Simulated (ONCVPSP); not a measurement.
**F: an ONCV potential and its near relatives**

One potential is built and tested. Then a few of its settings are changed, to learn what that costs or gains.

The numbers are computed with ONCVPSP 4.0.1 (PBE, scalar-relativistic, spin-unpolarised reference atom).

## (1) Starting point

The settings as typed:

```json
{"element": "fluorine (F, Z = 9)", "type": "optimised norm-conserving Vanderbilt (ONCV)", "frozen core": "[He]", "valence charge": "7", "reference configuration": "2s1 2p6", "partial waves": "2s: rc 0.60 bohr, ncon 4, nbas 8, qcut 9.2 1/bohr, local; 2p: rc 1.20 bohr, ncon 3, nbas 6, qcut 10.7 1/bohr, 1 projector; d scattering state at 0.06 Ha: rc 1.25 bohr, ncon 3, nbas 7, qcut 8.7 1/bohr, 2 projectors, debl 2.5 Ha", "local potential": "the s channel", "core correction": "polynomial model core, fcfact 0.25"}
```

An earlier all-electron run gives the scale for the radii.

All-electron outer shells of the reference configuration (PBE, scalar-relativistic, ld1.x):

```
shell  level (eV)  outermost node (bohr)  outermost maximum (bohr)
   1s     -664.00                      –                      0.11
   2s      -30.38                   0.24                      0.76
   2p      -11.54                      –                      0.71
```

## (2) The first potential

F.dat

```
# ATOM AND REFERENCE CONFIGURATION
# atsym  z   nc   nv     iexc    psfile
  F 9.00    1    2        4      upf
#
#   n    l    f
    1    0    2.00
    2    0    1.00
    2    1    6.00
#
# PSEUDOPOTENTIAL AND OPTIMIZATION
# lmax
    2
#
#   l,   rc,      ep,       ncon, nbas, qcut
    0    0.60    0.00    4    8    9.20
    1    1.20    0.00    3    6   10.70
    2    1.25    0.06    3    7    8.70
#
# LOCAL POTENTIAL
# lloc, lpopt,  rc(5),   dvloc0
    0    5    0.60    0.00
#
# VANDERBILT-KLEINMAN-BYLANDER PROJECTORs
# l, nproj, debl
    0    0    1.70
    1    1    2.30
    2    2    2.50
#
# MODEL CORE CHARGE
# icmod, fcfact, rcfact
    1    0.25    0.00
#
# LOG DERIVATIVE ANALYSIS
# epsh1, epsh2, depsh
   -3.00    5.00    0.02
#
# OUTPUT GRID
# rlmax, drl
    6.00    0.01
#
# TEST CONFIGURATIONS
# ncnf
    4
# nvcnf
#   n    l    f
    2
    2    0    2.00
    2    1    5.00
#
    2
    2    0    2.00
    2    1    4.00
#
    2
    2    0    2.00
    2    1    3.00
#
    2
    2    0    2.00
    2    1    4.50
#
```

Launch:

```console
$ oncvpsp.x < F.dat > F.out
```

The output, F.out (without the consistency checks and plot data):

```text
ONCVPSP  (Optimized Norm-Conservinng Vanderbilt PSeudopotential)
scalar-relativistic version 4.0.1

#   n    l    f        energy (Ha)
    1    0    2.00    -2.4401677E+01
    2    0    1.00    -1.1164021E+00
    2    1    6.00    -4.2409330E-01

Reference configufation results
  iterations    20
  all-electron total energy (Ha)   -9.90529817D+01

Begin loop to  construct optimized pseudo wave functions
and semi-local pseudopoentials for all angular momenta

Calculating optimized projector #   1

 for l=   0

    Fraction of norm inside rc  0.175185
    Optimizing pswf for qcut=   9.17 a_B^-1,  ecut=  42.02 Ha
    Residual kinetic energy error=  5.52D-03 Ha

    Energy error per electron        Cutoff
         Ha          eV             Ha
         0.01000     0.27211       37.78
         0.00100     0.02721       92.49
         0.00010     0.00272      317.42
         0.00001     0.00027      428.82

Calculating optimized projector #   1

 for l=   1

    Fraction of norm inside rc  0.657079
    Optimizing pswf for qcut=  10.69 a_B^-1,  ecut=  57.11 Ha
    Residual kinetic energy error=  3.62D-06 Ha

    Energy error per electron        Cutoff
         Ha          eV             Ha
         0.01000     0.27211       32.50
         0.00100     0.02721       41.54
         0.00010     0.00272       48.16
         0.00001     0.00027       53.99

   Wellstate for l =  2  n =  3
     eigenvalue =   0.0600
     asymptotic potential =   0.5600
     half-point radius = 34.1742

   Wellstate for l =  2  n =  4
     eigenvalue =   2.5600
     asymptotic potential =   3.0600
     half-point radius =  2.9573

Calculating optimized projector #   1

 for l=   2

    Fraction of norm inside rc  0.000010
    Optimizing pswf for qcut=   8.70 a_B^-1,  ecut=  37.88 Ha
    Residual kinetic energy error=  1.88D-10 Ha

    Energy error per electron        Cutoff
         Ha          eV             Ha
         0.01000     0.27211        0.02
         0.00100     0.02721        0.14
         0.00010     0.00272        0.49
         0.00001     0.00027        2.07

Calculating optimized projector #   2

 for l=   2

    Fraction of norm inside rc  0.136580
    Optimizing pswf for qcut=   8.70 a_B^-1,  ecut=  37.88 Ha
    Residual kinetic energy error=  2.10D-05 Ha

    Energy error per electron        Cutoff
         Ha          eV             Ha
         0.01000     0.27211       15.34
         0.00100     0.02721       25.00
         0.00010     0.00272       33.13
         0.00001     0.00027       40.51

Construct Vanderbilt / Kleinmman-Bylander projectors

B matrix Hermiticity error, ll=   2
   1   2    4.0475E-07

  Orthonormal projector coefficients -3.6486E+00 -1.3445E+00

Model core correction analysis
  based on d2Exc/dn_idn_j

d2excae - all-electron derivatives

   -4.888285D-02   -3.971932D-02
   -4.020963D-02   -3.690486D-02

d2excps - pseudofunction derivatives with no core correction

   -4.618340D-02   -4.128232D-02
   -4.177166D-02   -3.813015D-02

rms 2nd derivative error    1.848733E-03

Polynomial model core charge

d2excps - pseudofunction derivatives with core correction

   -4.622890D-02   -4.112114D-02
   -4.161080D-02   -3.796484D-02

rms 2nd derivative error    1.738922E-03

Pseudoatom total energy  -23.237383

Diagnostic tests using Vanderbilt-Kleinman-Bylander pseudopotentials
  1 or more projectors used as specified by nproj input data

   l    rcore       rmatch      e in        delta e   norm test  slope test

   0   0.6031116   0.6214234  -1.1164021  -0.0000193   1.0000063   0.9999872

   1   1.2071562   1.2438081  -0.4240933  -0.0000192   0.9999954   0.9999862

   2   1.2512710   1.2892623   0.0600000  -0.0000342   1.0000377   1.0000377
   2   1.2512710   1.2892623   2.5600000   0.0000231   1.0000991   1.0000991

 Testing for bound ghosts
   n   l    E NL Schr. Eq   E Basis Diag.   E Cutoff

   2   1       -0.424112       -0.405796     67.55

 Testing for highly-localized positive-energy ghosts
       l    <radius>/rc     E Basis Diag.   E Cutoff

Test configuration 0

   n   l     f        eae           eps        diff
   1   0  2.0000  -24.40167746
   2   0  1.0000   -1.11640207   -1.11642137   -1.93D-05
   2   1  6.0000   -0.42409330   -0.42411247   -1.92D-05

    Total energies and differences
      AE_ref= -9.90529817D+01  AE_tst= -9.90529817D+01  dif=  0.00D+00
      PS_ref= -2.32373831D+01  PS_tst= -2.32373831D+01  dif=  1.42D-14
      PSP excitation error= -1.42D-14

Test configuration 1

   n   l     f        eae           eps        diff
   1   0  2.0000  -24.37853201
   2   0  2.0000   -1.09878951   -1.09877013    1.94D-05
   2   1  5.0000   -0.40834358   -0.40724147    1.10D-03

    Total energies and differences
      AE_ref= -9.90529817D+01  AE_tst= -9.97443626D+01  dif= -6.91D-01
      PS_ref= -2.32373831D+01  PS_tst= -2.39293126D+01  dif= -6.92D-01
      PSP excitation error=  5.49D-04

Test configuration 2

   n   l     f        eae           eps        diff
   1   0  2.0000  -25.14104769
   2   0  2.0000   -1.74146106   -1.74120396    2.57D-04
   2   1  4.0000   -1.04032161   -1.03655070    3.77D-03

    Total energies and differences
      AE_ref= -9.90529817D+01  AE_tst= -9.90317940D+01  dif=  2.12D-02
      PS_ref= -2.32373831D+01  PS_tst= -2.32188879D+01  dif=  1.85D-02
      PSP excitation error=  2.69D-03

Test configuration 3

   n   l     f        eae           eps        diff
   1   0  2.0000  -26.10145694
   2   0  2.0000   -2.49865894   -2.49648691    2.17D-03
   2   1  3.0000   -1.80083139   -1.78934909    1.15D-02

    Total energies and differences
      AE_ref= -9.90529817D+01  AE_tst= -9.76211871D+01  dif=  1.43D+00
      PS_ref= -2.32373831D+01  PS_tst= -2.18152512D+01  dif=  1.42D+00
      PSP excitation error=  9.66D-03

Test configuration 4

   n   l     f        eae           eps        diff
   1   0  2.0000  -24.73357002
   2   0  2.0000   -1.40406893   -1.40398952    7.94D-05
   2   1  4.5000   -0.70677430   -0.70470734    2.07D-03

    Total energies and differences
      AE_ref= -9.90529817D+01  AE_tst= -9.94671589D+01  dif= -4.14D-01
      PS_ref= -2.32373831D+01  PS_tst= -2.36528589D+01  dif= -4.15D-01
      PSP excitation error=  1.30D-03
```

Wall time 3.1 s (1 thread, shared host).

Partial waves on a coarse radial grid (AE all-electron, PS pseudo):

| r (bohr) | 2p AE | 2p PS |
| --- | --- | --- |
| 0.062 | 0.0628 | 0.0249 |
| 0.125 | 0.1959 | 0.0977 |
| 0.188 | 0.3460 | 0.2092 |
| 0.250 | 0.4855 | 0.3435 |
| 0.312 | 0.6059 | 0.4872 |
| 0.375 | 0.7057 | 0.6278 |
| 0.438 | 0.7830 | 0.7505 |
| 0.500 | 0.8385 | 0.8454 |
| 0.562 | 0.8759 | 0.9113 |
| 0.625 | 0.8981 | 0.9488 |
| 0.688 | 0.9070 | 0.9607 |
| 0.750 | 0.9054 | 0.9531 |
| 0.812 | 0.8957 | 0.9326 |
| 0.875 | 0.8793 | 0.9040 |
| 0.938 | 0.8579 | 0.8721 |
| 1.000 | 0.8334 | 0.8401 |
| 1.062 | 0.8065 | 0.8088 |
| 1.125 | 0.7773 | 0.7778 |
| 1.188 | 0.7472 | 0.7472 |
| 1.250 | 0.7170 | 0.7170 |
| 1.312 | 0.6867 | 0.6867 |
| 1.375 | 0.6562 | 0.6562 |
| 1.438 | 0.6261 | 0.6261 |
| 1.500 | 0.5971 | 0.5971 |
| 1.562 | 0.5689 | 0.5689 |
| 1.625 | 0.5411 | 0.5411 |

Densities times 4π (e/bohr³); a dash where the program caps the true core:

| r (bohr) | pseudo valence | true core | model core |
| --- | --- | --- | --- |
| 0.062 | 2.095 | – | 98.25 |
| 0.188 | 8.861 | – | 71.24 |
| 0.312 | 16.61 | 24.2 | 22.22 |
| 0.438 | 20.13 | 3.008 | 3.008 |
| 0.562 | 18.39 | 0.4034 | 0.4034 |
| 0.688 | 13.87 | 0.05387 | 0.05387 |
| 0.812 | 9.499 | 0.007574 | 0.007574 |
| 0.938 | 6.267 | 0.001053 | 0.001053 |
| 1.062 | 4.196 | 0.0001542 | 0.0001542 |
| 1.188 | 2.836 | 2.219e-05 | 2.219e-05 |
| 1.312 | 1.941 | 3.335e-06 | 3.335e-06 |
| 1.438 | 1.326 | 4.751e-07 | 4.751e-07 |
| 1.562 | 0.916 | 1e-07 | 1e-07 |

## (3) Transferability, from the output's test configurations

The tests as a table, with energies relative to 2s1 2p6.

```tsv
valence configuration	charge	ΔE all-electron (eV)	error AE − PS (meV)
2s2 2p5	0	-18.813	+15
2s2 2p4	+1	0.576	+73
2s2 2p3	+2	38.961	+263
2s2 2p4.5	+0.5	-11.270	+35
```

## (4) Logarithmic derivatives

Taken from the files of the generation run. The phase is arctan(r·R′/R) of the radial function R, unwrapped, with energies in Ha. A pole is an energy at which the radial function vanishes at the test radius. The pseudo phase is shifted by a multiple of π to meet the all-electron one at the reference energy. Levels narrower than the energy grid can be missing from the poles. The last column is the largest difference on the grid between −0.5 and +0.5 Ha.

| channel | radius (bohr) | reference (Ha) | poles AE | poles PS | window around the reference with phases within 0.05 rad (Ha) | largest difference near zero (rad) |
| --- | --- | --- | --- | --- | --- | --- |
| s | 0.61 | -1.12 | none | none | the whole range | 0.002 |
| p | 1.22 | -0.42 | 0.91 | 0.94 | below 2.8 | 0.002 |
| d | 1.27 | 0.06 | none | none | the whole range | 0.000 |

Phases (rad) along the scan:

| E (Ha) | p AE | p PS | s AE | s PS |
| --- | --- | --- | --- | --- |
| -2.98 | 0.971 | 0.974 | -0.002 | -0.006 |
| -2.54 | 0.856 | 0.861 | -0.097 | -0.099 |
| -2.10 | 0.671 | 0.677 | -0.192 | -0.193 |
| -1.66 | 0.348 | 0.355 | -0.287 | -0.287 |
| -1.22 | -0.181 | -0.176 | -0.379 | -0.379 |
| -0.78 | -0.749 | -0.748 | -0.467 | -0.467 |
| -0.34 | -1.124 | -1.124 | -0.551 | -0.551 |
| 0.10 | -1.343 | -1.341 | -0.629 | -0.630 |
| 0.54 | -1.483 | -1.480 | -0.702 | -0.704 |
| 0.98 | -1.587 | -1.580 | -0.768 | -0.772 |
| 1.42 | -1.673 | -1.662 | -0.830 | -0.834 |
| 1.86 | -1.754 | -1.736 | -0.886 | -0.892 |
| 2.30 | -1.841 | -1.811 | -0.937 | -0.944 |
| 2.74 | -1.944 | -1.895 | -0.983 | -0.992 |
| 3.18 | -2.080 | -1.997 | -1.026 | -1.036 |
| 3.62 | -2.282 | -2.134 | -1.065 | -1.076 |
| 4.06 | -2.600 | -2.330 | -1.100 | -1.113 |
| 4.50 | -3.069 | -2.625 | -1.133 | -1.147 |
| 4.94 | -3.563 | -3.037 | -1.163 | -1.179 |

## (5) Convergence and ghost test

Read off the output, the cutoffs (Ha) at which the residual kinetic energy of the hardest occupied pseudo-wave falls to 1 and 0.1 mHa per electron: 92 Ha and 317 Ha.

The program's own ghost test: no bound ghost flagged; no localised positive-energy state flagged.

Cutoff (Ha) at which the first wave of each channel reaches a given error (Ha per electron):

| error | s | p | d |
| --- | --- | --- | --- |
| 1.0e-02 | 37.8 | 32.5 | 0.0 |
| 3.2e-03 | 46.7 | 37.2 | 0.1 |
| 1.0e-03 | 92.5 | 41.5 | 0.1 |
| 3.2e-04 | 179.0 | 45.1 | 0.3 |
| 1.0e-04 | 317.4 | 48.2 | 0.5 |
| 3.2e-05 | 388.8 | 51.3 | 0.9 |
| 1.0e-05 | 428.8 | 54.0 | 2.1 |

## (6) Variant: s: qcut 9.2 → 8.6 1/bohr; p: qcut 10.7 → 11.6 1/bohr

F.dat: that of step 2 with these lines changed.

```diff
@@ -14,4 +14,4 @@
 #   l,   rc,      ep,       ncon, nbas, qcut
-    0    0.60    0.00    4    8    9.20
-    1    1.20    0.00    3    6   10.70
+    0    0.60    0.00    4    8    8.60
+    1    1.20    0.00    3    6   11.60
     2    1.25    0.06    3    7    8.70
```

Launch:

```console
$ oncvpsp.x < F.dat > F.out
```

The output, F.out (without the consistency checks and plot data):

```text
ONCVPSP  (Optimized Norm-Conservinng Vanderbilt PSeudopotential)
scalar-relativistic version 4.0.1

[... all-electron levels as in step 2 ...]

Begin loop to  construct optimized pseudo wave functions
and semi-local pseudopoentials for all angular momenta

Calculating optimized projector #   1

 for l=   0

    Fraction of norm inside rc  0.175185
    Optimizing pswf for qcut=   8.61 a_B^-1,  ecut=  37.08 Ha
    Residual kinetic energy error=  1.03D-02 Ha

    Energy error per electron        Cutoff
         Ha          eV             Ha
         0.01000     0.27211       37.65
         0.00100     0.02721      108.52
         0.00010     0.00272      381.77
         0.00001     0.00027      464.47

Calculating optimized projector #   1

 for l=   1

    Fraction of norm inside rc  0.657079
    Optimizing pswf for qcut=  11.59 a_B^-1,  ecut=  67.16 Ha
    Residual kinetic energy error=  8.96D-07 Ha

    Energy error per electron        Cutoff
         Ha          eV             Ha
         0.01000     0.27211       35.13
         0.00100     0.02721       45.14
         0.00010     0.00272       53.28
         0.00001     0.00027       59.66

   Wellstate for l =  2  n =  3
     eigenvalue =   0.0600
     asymptotic potential =   0.5600
     half-point radius = 34.1742

   Wellstate for l =  2  n =  4
     eigenvalue =   2.5600
     asymptotic potential =   3.0600
     half-point radius =  2.9573

Calculating optimized projector #   1

 for l=   2

    Fraction of norm inside rc  0.000010
    Optimizing pswf for qcut=   8.70 a_B^-1,  ecut=  37.88 Ha
    Residual kinetic energy error=  1.88D-10 Ha

    Energy error per electron        Cutoff
         Ha          eV             Ha
         0.01000     0.27211        0.02
         0.00100     0.02721        0.14
         0.00010     0.00272        0.49
         0.00001     0.00027        2.07

Calculating optimized projector #   2

 for l=   2

    Fraction of norm inside rc  0.136580
    Optimizing pswf for qcut=   8.70 a_B^-1,  ecut=  37.88 Ha
    Residual kinetic energy error=  2.10D-05 Ha

    Energy error per electron        Cutoff
         Ha          eV             Ha
         0.01000     0.27211       15.34
         0.00100     0.02721       25.00
         0.00010     0.00272       33.13
         0.00001     0.00027       40.51

Construct Vanderbilt / Kleinmman-Bylander projectors

B matrix Hermiticity error, ll=   2
   1   2    4.0475E-07

  Orthonormal projector coefficients -3.8881E+00 -1.4089E+00

Model core correction analysis
  based on d2Exc/dn_idn_j

d2excae - all-electron derivatives

   -4.888285D-02   -3.971932D-02
   -4.020963D-02   -3.690486D-02

d2excps - pseudofunction derivatives with no core correction

   -4.631927D-02   -4.126014D-02
   -4.174951D-02   -3.824524D-02

rms 2nd derivative error    1.810655E-03

Polynomial model core charge

d2excps - pseudofunction derivatives with core correction

   -4.643740D-02   -4.109118D-02
   -4.158094D-02   -3.803093D-02

rms 2nd derivative error    1.659119E-03

Pseudoatom total energy  -23.282201

Diagnostic tests using Vanderbilt-Kleinman-Bylander pseudopotentials
  1 or more projectors used as specified by nproj input data

   l    rcore       rmatch      e in        delta e   norm test  slope test

   0   0.6031116   0.6214234  -1.1164021  -0.0000193   1.0000063   0.9999872

   1   1.2071562   1.2438081  -0.4240933  -0.0000100   0.9999969   1.0000046

   2   1.2512710   1.2892623   0.0600000  -0.0000342   1.0000377   1.0000377
   2   1.2512710   1.2892623   2.5600000   0.0000230   1.0000992   1.0000992

 Testing for bound ghosts
   n   l    E NL Schr. Eq   E Basis Diag.   E Cutoff

   2   1       -0.424103       -0.405873     67.55

 Testing for highly-localized positive-energy ghosts
       l    <radius>/rc     E Basis Diag.   E Cutoff

Test configuration 0

   n   l     f        eae           eps        diff
   1   0  2.0000  -24.40167746
   2   0  1.0000   -1.11640207   -1.11642137   -1.93D-05
   2   1  6.0000   -0.42409330   -0.42410326   -9.95D-06

    Total energies and differences
      AE_ref= -9.90529817D+01  AE_tst= -9.90529817D+01  dif=  0.00D+00
      PS_ref= -2.32822013D+01  PS_tst= -2.32822013D+01  dif=  0.00D+00
      PSP excitation error=  0.00D+00

Test configuration 1

   n   l     f        eae           eps        diff
   1   0  2.0000  -24.37853201
   2   0  2.0000   -1.09878951   -1.09898780   -1.98D-04
   2   1  5.0000   -0.40834358   -0.40742786    9.16D-04

    Total energies and differences
      AE_ref= -9.90529817D+01  AE_tst= -9.97443626D+01  dif= -6.91D-01
      PS_ref= -2.32822013D+01  PS_tst= -2.39741506D+01  dif= -6.92D-01
      PSP excitation error=  5.68D-04

Test configuration 2

   n   l     f        eae           eps        diff
   1   0  2.0000  -25.14104769
   2   0  2.0000   -1.74146106   -1.74150205   -4.10D-05
   2   1  4.0000   -1.04032161   -1.03720943    3.11D-03

    Total energies and differences
      AE_ref= -9.90529817D+01  AE_tst= -9.90317940D+01  dif=  2.12D-02
      PS_ref= -2.32822013D+01  PS_tst= -2.32633466D+01  dif=  1.89D-02
      PSP excitation error=  2.33D-03

Test configuration 3

   n   l     f        eae           eps        diff
   1   0  2.0000  -26.10145694
   2   0  2.0000   -2.49865894   -2.49718215    1.48D-03
   2   1  3.0000   -1.80083139   -1.79129883    9.53D-03

    Total energies and differences
      AE_ref= -9.90529817D+01  AE_tst= -9.76211871D+01  dif=  1.43D+00
      PS_ref= -2.32822013D+01  PS_tst= -2.18584839D+01  dif=  1.42D+00
      PSP excitation error=  8.08D-03

Test configuration 4

   n   l     f        eae           eps        diff
   1   0  2.0000  -24.73357002
   2   0  2.0000   -1.40406893   -1.40423196   -1.63D-04
   2   1  4.5000   -0.70677430   -0.70506497    1.71D-03

    Total energies and differences
      AE_ref= -9.90529817D+01  AE_tst= -9.94671589D+01  dif= -4.14D-01
      PS_ref= -2.32822013D+01  PS_tst= -2.36975649D+01  dif= -4.15D-01
      PSP excitation error=  1.19D-03
```

It took 4 s on 1 thread, shared host.

The tests as a table, with energies relative to 2s1 2p6.

| valence configuration | charge | ΔE all-electron (eV) | error AE − PS (meV) |
| --- | --- | --- | --- |
| 2s2 2p5 | 0 | -18.813 | +15 |
| 2s2 2p4 | +1 | 0.576 | +63 |
| 2s2 2p3 | +2 | 38.961 | +220 |
| 2s2 2p4.5 | +0.5 | -11.270 | +32 |

Compared with the first run, the loose cutoff goes from 92 Ha to 109 Ha, the largest test error goes from +263 to +220 meV and there is no bound ghost.

## (7) All runs side by side

Cutoffs, loose and tight: the cutoffs (Ha) at which the residual kinetic energy of the hardest occupied pseudo-wave falls to 1 and 0.1 mHa per electron; empty and scattering waves don't count. The number of plane waves in a given cell goes as the cutoff to the power 3/2; it is given for the loose cutoff, relative to the first potential. Test errors are all-electron less pseudo. The phase difference is the largest within 0.5 Ha of zero, over the channels with partial waves.

| change | outcome | cutoff, loose | cutoff, tight | plane waves, relative | bound ghosts | largest test error (meV) | phase difference near zero (rad) |
| --- | --- | --- | --- | --- | --- | --- | --- |
| first potential | generated | 92 Ha | 317 Ha | 1.00 | none | +263 | 0.002 |
| s: qcut 9.2 → 8.6 1/bohr; p: qcut 10.7 → 11.6 1/bohr | generated | 109 Ha | 382 Ha | 1.27 | none | +220 | 0.002 |

The softest is the first potential, at 92 Ha; the highest cutoff read, 109 Ha, costs 1.3 times the plane waves. Among those with the same tests, the variant "s: qcut 9.2 → 8.6 1/bohr; p: qcut 10.7 → 11.6 1/bohr" has the smallest worst error, +220 meV.

The first potential by itself. By total energies transferability is poor: the largest error is 263 meV on 39.0 eV, for 2s2 2p3. It counts as very hard, with 92 Ha needed at the looser tolerance. The tighter tolerance needs 317 Ha, and converged work needs a cutoff nearer that. At the looser tolerance the 2s wave is the slowest; 2p needs 42 Ha. No bound ghost shows below the valence levels.
